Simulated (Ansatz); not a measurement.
# F4Si: the cost of one run

Computed with Ansatz 0.2.0 (the levels named in each step, unless a step's input says otherwise).

## (1) The structure to begin with

Bond lengths: F1–Si2 1.576 Å, Si2–F3 1.576 Å, Si2–F4 1.576 Å, Si2–F5 1.576 Å. Angles: F1–Si2–F3 109.6°, F1–Si2–F4 109.5°, F1–Si2–F5 109.4°, F3–Si2–F4 109.4°, F3–Si2–F5 109.5°, F4–Si2–F5 109.5°.

Coordinates:

```xyz
5

F     1.5458   -0.1616    0.2628
Si   -0.0001    0.0001    0.0000
F    -0.3171    1.4964   -0.3804
F    -0.7979   -0.3893    1.3025
F    -0.4312   -0.9460   -1.1848
```

## (2) A rough first relaxation, PBE-D4/def2-SVP

This run stands in another session on the same molecule. It ended at:

```xyz
5

F     1.5768   -0.2271    0.2826
Si   -0.0002    0.0000    0.0000
F    -0.3866    1.5204   -0.3965
F    -0.7882   -0.3537    1.3682
F    -0.4024   -0.9398   -1.2542
```

## (3) Relaxation, HF/STO-3G

Input file input.yaml:

```yaml
crystal:
  periodic: [false, false, false]
  atoms:
    - { symbol: F, position_ang: [1.57678979, -0.22711806, 0.28258448] }
    - { symbol: Si, position_ang: [-0.00015858, 1.752e-05, -9.1e-07] }
    - { symbol: F, position_ang: [-0.38655304, 1.52036597, -0.3965494] }
    - { symbol: F, position_ang: [-0.7882087, -0.35370639, 1.36820204] }
    - { symbol: F, position_ang: [-0.40239947, -0.93982904, -1.25421619] }
magnetization:
  spin_polarized: true
  initial_magnetization: 1
total_charge: 1
basis:
  gaussian: { orbitals: STO-3G }
hamiltonian:
  xc: hf
relax:
  f_tol: 0.002
  max_steps: 150
```

On the command line:

```
ansatz run input.yaml --threads 2 --pin off --max-ram 5120MiB --backend cpu --events-out ev --progress --plain --runs-dir out
```

**Question.** How long does this run take on 2 threads of Arm Neoverse V2, shared host, and how much memory does it need?

About 5.2 s, with a peak of 0.11 GiB.
